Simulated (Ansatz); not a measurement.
# AgB2: response to strain

AgB2 is deformed so: equal xy, yz and zx engineering shear strains of -2 %. What stress and forces result, by LAPW, PAW and all-electron datasets made for the crystal?

Method: DFT PBEsol, scalar-relativistic, in Ansatz 0.2.0.

**1. The starting structure**

It takes space group P6/mmm (No. 191, hexagonal). The conventional cell has a = 3.000 Å, b = 3.000 Å, c = 3.240 Å, α = 90.00°, β = 90.00°, γ = 120.00°. Ag (site symmetry 6/mmm) has 12 B at 2.37 Å as nearest neighbours. Around B (site symmetry -6m2) lie 3 B at 1.73 Å and 6 Ag at 2.37 Å.

Structure file:

```cif
data_structure
_symmetry_space_group_name_H-M 'P6/mmm'
_symmetry_Int_Tables_number 191
_cell_length_a 3.0000
_cell_length_b 3.0000
_cell_length_c 3.2400
_cell_angle_alpha 90.000
_cell_angle_beta 90.000
_cell_angle_gamma 120.000
_cell_volume 25.25
loop_
_atom_site_label
_atom_site_type_symbol
_atom_site_symmetry_multiplicity
_atom_site_Wyckoff_symbol
_atom_site_fract_x
_atom_site_fract_y
_atom_site_fract_z
_atom_site_occupancy
Ag1 Ag 1 a 0.00000 0.00000 0.00000 1
B1 B 2 d 0.33333 0.66667 0.50000 1
```

The file gives the conventional cell by its symmetry; the runs use the cell typed in the input.

Atoms are numbered in the order of the input: Ag1, B2, B3.

**2. The deformed structure**

Space group P6/mmm before, P-1 after.

**3. LAPW, all electrons**

input.yaml

```yaml
crystal:
  lattice:
    - [3.0000016405, -0.0300000164, -0.0300000164]
    - [-1.5259815966, 2.6130776403, -0.0109807681]
    - [-0.0324, -0.0324, 3.24]
  atoms:
    - { symbol: Ag, position: [0.0, 0.0, 0.0] }
    - { symbol: B, position: [0.3333333333, 0.6666666667, 0.5] }
    - { symbol: B, position: [0.6666666667, 0.3333333333, 0.5] }
kpoints:
  mp_grid: { grid: [16, 16, 13] }
  band_path:
    path:
      - [0.0, 0.0, 0.0]
      - [0.0, 0.0, 0.5]
      - [-0.5, 0.5, 0.0]
      - [0.0, 0.0, 0.0]
      - [0.0, -0.5, 0.0]
      - [-0.5, 0.0, 0.5]
      - [0.0, 0.0, 0.0]
      - [-0.5, 0.0, 0.0]
      - [0.0, -0.5, 0.5]
    npoints: 5
scf:
  occupations: { method: fermi_dirac, width: 0.05 }
hamiltonian:
  xc: pbesol
  pseudopotentials: { kind: all_electron, lapw: { basis_error: 0.001 } }
output:
  forces: true
  stress: true
  eigenvalues: true
```

The run is started by

```bash
$ ansatz run input.yaml --threads 1 --pin off --max-ram 4096MiB --backend cpu --events-out ev --progress --plain --runs-dir out
```

**4. Frozen-core PAW**

input.yaml

```yaml
crystal:
  lattice:
    - [3.0000016405, -0.0300000164, -0.0300000164]
    - [-1.5259815966, 2.6130776403, -0.0109807681]
    - [-0.0324, -0.0324, 3.24]
  atoms:
    - { symbol: Ag, position: [0.0, 0.0, 0.0] }
    - { symbol: B, position: [0.3333333333, 0.6666666667, 0.5] }
    - { symbol: B, position: [0.6666666667, 0.3333333333, 0.5] }
kpoints:
  mp_grid: { grid: [16, 16, 13] }
scf:
  occupations: { method: fermi_dirac, width: 0.05 }
hamiltonian:
  xc: pbesol
  pseudopotentials: { kind: paw }
output:
  forces: true
  stress: true
  eigenvalues: true
  efg: { contact_densities: true }
```

**5. All-electron PAW on datasets made for the crystal**

input.yaml, as its differences from that of step 4:

```diff
@@ -15,3 +15,3 @@
   xc: pbesol
-  pseudopotentials: { kind: paw }
+  pseudopotentials: { kind: all_electron, datasets: crystal }
 output:
```

(Steps that only read results are left out.)

**Question.** What will these runs give? Wanted: pressure; largest shear or deviatoric stress.

The runs gave:

| quantity | value |
| --- | --- |
| pressure | LAPW 46.96, PAW 47.03, crystal datasets 46.96 GPa |
| largest shear or deviatoric stress (LAPW) | 20.72 GPa |

The largest part of the stress beyond the pressure is 20.72 GPa in size, in the zz component; the atoms are carried along and not relaxed. No run of the undeformed cell stands beside it, so the pressure holds what the given cell had before the change. PAW: stress within 0.09 GPa of LAPW, forces within 1 meV/Å. Crystal datasets: stress within 0.01 GPa of LAPW, forces within 1 meV/Å.
